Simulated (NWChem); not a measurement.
# One shape, several levels: CuNH2 (SMILES [NH2][Cu])

Aim: a comparison of 5 runs (B3LYP/LANL2DZ, B3LYP/jorge-TZP, B3LYP/DGauss-DZVP, B3LYP/SBKJC-VDZ, B3LYP/jorge-DZP) of CuNH2. 

The calculation is run with NWChem 7.3.0.

4 further runs of the same task are left out: 2 that didn't finish, 2 set aside as unsound or not needed.

## 1. Starting point

The species is CuNH2 (4 atoms), meant as a singlet with charge 0. As SMILES, `[NH2][Cu]`. The coordinates come from a PBE0-D4/def2-TZVP relaxation.

Bond lengths: N1–Cu2 1.830 Å, N1–H3 1.019 Å, N1–H4 1.019 Å. Angles: Cu2–N1–H3 107.0°, Cu2–N1–H4 107.0°, H3–N1–H4 104.5°.

## 2. Energy and gradient at B3LYP/LANL2DZ (core potential) (run 1)

struct.nw

```
start struct
memory 2200 mb

geometry units bohr noautosym nocenter noautoz
 N     -0.52402105     0.47413228     0.22204282
 Cu     2.61462507    -0.56994140     1.23323527
 H     -1.62969981    -1.09887574     0.10487980
 H     -0.35602440     1.08073437    -1.59851933
end

basis spherical bse
 * library LANL2DZ
end

ecp bse
 Cu library LANL2DZ
end

dft
 xc b3lyp
 mult 1
 grid fine
 convergence energy 1e-08
 iterations 100
 mulliken
 print low
end

task dft gradient
```

The run is started by

```bash
$ nwchem struct.nw > struct.out
```

What it wrote:

```text
[...]
 d= 0,ls=0.0,diis     1   -251.8936667834 -3.07D+02  1.39D-01  1.73D+00     0.6
[...]
 d= 0,ls=0.5,diis    55   -252.0744880577 -6.63D-09  2.41D-06  2.93D-08    20.8
         Total DFT energy =     -252.074488062082
      One electron energy =     -537.819176547757
           Coulomb energy =      257.642350632076
    Exchange-Corr. energy =      -26.536238243131
 Nuclear repulsion energy =       54.638576096731
[...]
      Total Density - Mulliken Population Analysis
     ---------------------------------------------
    Atom       Charge   Shell Charges
 -----------   ------   -------------------------------------------------------
    1 N    7     7.80   2.00  0.85  0.89  2.95  1.11
    2 Cu  19    18.76   2.00  0.57  0.18  5.99  0.18  0.03  8.24  1.58
    3 H    1     0.72   0.51  0.21
    4 H    1     0.72   0.51  0.21
[...]
                         DFT ENERGY GRADIENTS
    atom               coordinates                        gradient
                 x          y          z           x          y          z
   1 N      -0.524021   0.474132   0.222043   -0.001676   0.001151   0.000222
   2 Cu      2.614625  -0.569941   1.233235   -0.008208   0.000901  -0.004983
   3 H      -1.629700  -1.098876   0.104880    0.010583   0.008623  -0.005159
   4 H      -0.356024   1.080734  -1.598519   -0.000698  -0.010675   0.009920
 Task  times  cpu:       22.0s     wall:       22.0s
 Total times  cpu:       22.0s     wall:       22.0s
```

Wall time 23 s (1 thread of Intel Xeon Platinum 8488C (Sapphire Rapids), shared host); peak memory 0.11 GiB.

## 3. Energy and gradient at B3LYP/jorge-TZP (run 2)

cuh2n.nw

```
start cuh2n
memory stack 880 mb heap 220 mb global 1100 mb
charge 0

geometry units angstrom noautosym nocenter noautoz
 N       -0.277300       0.250900       0.117500
 Cu       1.383600      -0.301600       0.652600
 H       -0.862400      -0.581500       0.055500
 H       -0.188400       0.571900      -0.845900
end

basis spherical bse
 * library jorge-TZP
end

dft
 xc b3lyp
 grid fine
 convergence energy 1e-08
 iterations 100
 mulliken
 print low
end

task dft gradient
```

The run is started by

```bash
$ nwchem cuh2n.nw > cuh2n.out
```

What it wrote:

```text
[...]
 d= 0,ls=0.0,diis     1  -1696.3275252633 -1.78D+03  5.91D-02  8.81D+00     4.1
[...]
 d= 0,ls=0.5,diis    37  -1696.5236779319 -8.79D-09  8.28D-07  3.04D-08   111.8
         Total DFT energy =    -1696.523677937281
      One electron energy =    -2521.654228729087
           Coulomb energy =      820.637317413063
    Exchange-Corr. energy =      -74.904497695822
 Nuclear repulsion energy =       79.397731074565
[...]
      Total Density - Mulliken Population Analysis
     ---------------------------------------------
    Atom       Charge   Shell Charges
 -----------   ------   -------------------------------------------------------
    1 N    7     7.57   0.56  1.39  0.10  0.86  0.67  1.50  1.41  1.05  0.00  0.01  0.00
    2 Cu  29    28.69   0.42  0.73  0.81  1.02  0.98  1.77  0.26  0.61  0.16  1.26  4.31  0.98  5.46  0.01  0.13  5.76  2.85  1.18  0.00  0.00  0.00
    3 H    1     0.87   0.27  0.45  0.08  0.05  0.03  0.01
    4 H    1     0.87   0.27  0.45  0.08  0.05  0.03  0.01
[...]
                         DFT ENERGY GRADIENTS
    atom               coordinates                        gradient
                 x          y          z           x          y          z
   1 N      -0.524021   0.474132   0.222043    0.000664  -0.000728  -0.000433
   2 Cu      2.614625  -0.569941   1.233235   -0.001730   0.000452  -0.000713
   3 H      -1.629700  -1.098876   0.104880    0.001014   0.000957  -0.000066
   4 H      -0.356024   1.080734  -1.598519    0.000052  -0.000681   0.001212
 Task  times  cpu:      127.5s     wall:      127.5s
 Total times  cpu:      127.5s     wall:      127.5s
```

It took 2.1 min on 1 thread of Intel Xeon Platinum 8488C (Sapphire Rapids), shared host; peak memory 0.14 GiB.

Runs 3 to 4 aren't shown in full; the table further down has their settings and results.

## 4. Energy and forces at B3LYP/jorge-DZP (run 5)

run.xyz

```xyz
4
CuH2N
N     -0.277300     0.250900     0.117500
Cu     1.383600    -0.301600     0.652600
H     -0.862400    -0.581500     0.055500
H     -0.188400     0.571900    -0.845900
```

run.nw

```
echo
start run
title "CuH2N"
memory 2200 mb
charge 0
geometry noautosym nocenter noautoz
  load format xyz run.xyz
end
basis spherical bse
  * library jorge-DZP
end
dft
  xc b3lyp
  grid fine
  convergence energy 1e-08
  iterations 100
  mulliken
  noprint "final vectors analysis"
end
task dft gradient
```

The run is started by

```bash
$ nwchem run.nw > run.out
```

What it wrote:

```text
[...]
          Wavefunction type:  closed shell.
          No. of atoms     :     4
          No. of electrons :    38
[...]
          Charge           :     0
          Spin multiplicity:     1
[...]
          AO basis - number of functions:    68
[...]
              XC Information
              --------------
                         B3LYP Method XC Potential
                     Hartree-Fock (Exact) Exchange  0.200
                        Slater Exchange Functional  0.800 local
                    Becke 1988 Exchange Functional  0.720 non-local
              Lee-Yang-Parr Correlation Functional  0.810
                  VWN I RPA Correlation Functional  0.190 local
[...]
 d= 0,ls=0.0,diis     1  -1696.2503334735 -1.78D+03  5.37D-02  1.15D+01     1.3
[...]
 d= 0,ls=0.0,diis    13  -1696.4291675680 -7.67D-10  2.35D-07  1.33D-10    10.5
         Total DFT energy =    -1696.429167567974
      One electron energy =    -2521.684054348315
           Coulomb energy =      820.778573884910
    Exchange-Corr. energy =      -74.921418179134
 Nuclear repulsion energy =       79.397731074565
[...]
      Total Density - Mulliken Population Analysis
     ---------------------------------------------
    Atom       Charge   Shell Charges
 -----------   ------   -------------------------------------------------------
    1 N    7     7.54   0.94  1.03  0.81  0.75  2.82  1.16  0.02
    2 Cu  29    28.70   0.05  0.81  1.10  1.95  0.24  1.84  0.70  0.18  0.74  4.41  1.06  0.13  5.67  0.07  7.82  1.93  0.00
    3 H    1     0.88   0.71  0.13  0.04
    4 H    1     0.88   0.71  0.13  0.04
[...]
  wavefunction    = closed shell
                         DFT ENERGY GRADIENTS
    atom               coordinates                        gradient
                 x          y          z           x          y          z
   1 N      -0.524021   0.474132   0.222043   -0.003172  -0.007492  -0.011957
   2 Cu      2.614625  -0.569941   1.233235   -0.001223   0.000738   0.000033
   3 H      -1.629700  -1.098876   0.104880    0.005740   0.009436   0.001228
   4 H      -0.356024   1.080734  -1.598519   -0.001345  -0.002681   0.010695
[...]
```

Run time: 14 s. Hardware: 1 thread of Intel Xeon Platinum 8488C (Sapphire Rapids), shared host; peak memory 0.12 GiB.

## 5. Overview of the runs

```tsv
run	level	core potential	energy (Eh)	largest force (eV/Å)	wall time
1	B3LYP/LANL2DZ (core potential)	LANL2DZ	-252.074488	0.750	23 s
2	B3LYP/jorge-TZP	–	-1696.523678	0.099	2.1 min
3	B3LYP/DGauss-DZVP	–	-1696.163564	0.286	28 s
4	B3LYP/SBKJC-VDZ (core potential)	SBKJC-VDZ	-207.525871	0.938	22 s
5	B3LYP/jorge-DZP	–	-1696.429168	0.744	14 s
```

## 6. Summary of results

```
                       quantity           value
            run 5: total energy  -1696.42917 Eh
           run 5: dipole moment          2.89 D
run 5: largest force on an atom      0.744 eV/Å
```

**Reading.** Over runs 3, 4, 5 the dipole moment (its size) runs from 2.51 D (B3LYP/SBKJC-VDZ) to 2.89 D (B3LYP/jorge-DZP). The two ends differ in basis and core potential. Some runs of one species differ in core potentials or relativity; totals across that change don't compare. All runs together took 3.6 min, the longest 2.1 min.
